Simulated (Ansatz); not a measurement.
Run this with the Ansatz DFT code, driven from Python and show what comes out.

The script reads `la3mg.xyz`:
```text
4
Lattice="5.13909532 0.0 0.0 0.0 5.13909532 0.0 0.0 0.0 5.13909532" Properties=species:S:1:pos:R:3 pbc="T T T"
La    2.56954766    2.56954766    0.00000000
La    2.56954766    0.00000000    2.56954766
La    0.00000000    2.56954766    2.56954766
Mg    0.00000000    0.00000000    0.00000000
```

Script `restart.py`:
```python
import warnings

import ansatz

warnings.simplefilter("ignore", ansatz.DeckWarning)

system = ansatz.Crystal.from_extxyz("la3mg.xyz")

model = (
    system.calculation()
    .basis(20 * ansatz.Ha, xc_grid=2)
    .functional("pbesol", dispersion="d4")
    .occupations("gaussian", width=50 * ansatz.meV)
    .kpoints(3, 3, 3)
    .pseudopotentials("paw")
    .forces()
    .checkpoint(write="la3mg.run")
)
with ansatz.exiting_at_sigterm():
    out = model.run(threads=1, pin="off", resume=True)
print("returned:", type(out).__name__)
print(f"F = {out.report['free_energy_ev']:.5f} eV, {out.report['n_iterations']} iterations")
```

```console
$ python restart.py
RunWarning: dispersion: an atom stands within reach of a switch of its C6 between two reference coordination numbers of its element: through that C6 alone, e_disp changes by 0.025 eV or more while the distances to its neighbours run over a stretch of 0.05 Å that contains this geometry (sites counted from 0 in the [...]
returned: RunOutcome
F = -20396.51591 eV, 8 iterations
```
(Warnings from the package without file and line, shortened.)

```console
$ python restart.py
returned: CompletedStep
F = -20396.51591 eV, 8 iterations
```

The settings weren't tested for convergence. Dispersion corrections can be off by several per cent in the lattices of metals, and by several GPa in the pressure at a fixed cell. For a metal this k-point mesh is coarse: on a finer one energies can move by several to tens of meV an atom and pressures by half a GPa or more, differences at one mesh by less. The structure comes from a database of computed cells and needn't be a stable or known phase. The script silences the warnings on its input, which a real study should read. The whole script took 2.8 s on 1 thread of Intel(R) Xeon(R) Platinum 8375C CPU @ 2.90GHz (Ice Lake) (shared host), peak memory 0.47 GiB.

(Lines on the test bed's own set-up are left out of the output.)
